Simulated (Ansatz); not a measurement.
# C2H3BClF: basis-set convergence

The task here is to estimate one member of a computed series from the others.

Computed with Ansatz 0.2.0, Gaussian basis. Level: one geometry, several basis sets.

The runs, in order: PBE0-D4/def2-SVP; ωB97M-V/def2-SVP; PBE0-D4/def2-QZVPP; ωB97M-V/def2-QZVPP; the functionals' def2-TZVPP values are taken from earlier runs.

**The relaxed structure**

An earlier PBE0-D4 in a triple-zeta def2 set relaxation fixed the geometry.

SMILES `F[C@H]1B[C@@H]1Cl`, 8 atoms, charge 0, spin multiplicity 1.

Atoms are counted from 1 here; the program's logs count them from 0.

Bond lengths: F1–C2 1.365 Å, C2–B3 1.541 Å, C2–C4 1.485 Å, C2–H6 1.095 Å, B3–C4 1.538 Å, B3–H7 1.182 Å, C4–Cl5 1.751 Å, C4–H8 1.098 Å. Angles: F1–C2–B3 129.8°, F1–C2–C4 121.8°, F1–C2–H6 111.5°, B3–C2–C4 61.0°, B3–C2–H6 110.8°, C4–C2–H6 112.9°, C2–B3–C4 57.7°, C2–B3–H7 153.1°, C4–B3–H7 149.0°, C2–C4–B3 61.3°, C2–C4–Cl5 124.8°, C2–C4–H8 112.1°, B3–C4–Cl5 134.8°, B3–C4–H8 103.7°, Cl5–C4–H8 111.2°.

Geometry (Å):

```csv
atom,x (Å),y (Å),z (Å)
F1,-1.1072,-0.1725,1.6463
C2,-0.2451,0.3181,0.7090
B3,1.0431,-0.3019,0.1329
C4,-0.2484,-0.1753,-0.6920
Cl5,-0.7372,0.7680,-2.0834
H6,-0.1550,1.4070,0.7776
H7,2.1553,-0.6922,0.2195
H8,-0.6132,-1.2083,-0.7656
```

The first run:

File in.yaml:

```yaml
crystal:
  periodic: [false, false, false]
  atoms:
    - {symbol: F, position_ang: [-1.107230, -0.172497, 1.646347]}
    - {symbol: C, position_ang: [-0.245070, 0.318147, 0.709021]}
    - {symbol: B, position_ang: [1.043113, -0.301889, 0.132864]}
    - {symbol: C, position_ang: [-0.248438, -0.175256, -0.692008]}
    - {symbol: Cl, position_ang: [-0.737164, 0.767973, -2.083394]}
    - {symbol: H, position_ang: [-0.154984, 1.406974, 0.777561]}
    - {symbol: H, position_ang: [2.155280, -0.692248, 0.219464]}
    - {symbol: H, position_ang: [-0.613206, -1.208302, -0.765554]}
basis:
  gaussian: {orbitals: def2-SVP}
hamiltonian: {xc: pbe0, dispersion: d4}
output: {orbitals: {seedname: orbitals}}
```

Launch:

```console
> ansatz run in.yaml --threads 2 --pin off --events-out ev --progress --plain --max-ram 4352MiB
```

Among the steps run: PBE0-D4 in def2-SVP; ωB97M-V in def2-SVP; PBE0-D4 in def2-QZVPP; ωB97M-V in def2-QZVPP.

One table of the session follows, with a row left open; its other results are not shown here.

It belongs to the step «Functionals by basis». 

```
functional       basis  HOMO (eV)  LUMO (eV)
   PBE0-D4    def2-SVP      -7.67      -2.45
   PBE0-D4  def2-TZVPP          ?          ?
   PBE0-D4  def2-QZVPP      -7.86      -2.60
   ωB97M-V    def2-SVP      -9.89      -0.31
   ωB97M-V  def2-TZVPP     -10.05      -0.50
   ωB97M-V  def2-QZVPP     -10.10      -0.57
```

Estimate the missing values for PBE0-D4, def2-TZVPP.

As computed: HOMO (eV): -7.81; LUMO (eV): -2.57. In the column «HOMO (eV)» it lies between PBE0-D4, def2-QZVPP (-7.86) and PBE0-D4, def2-SVP (-7.67).
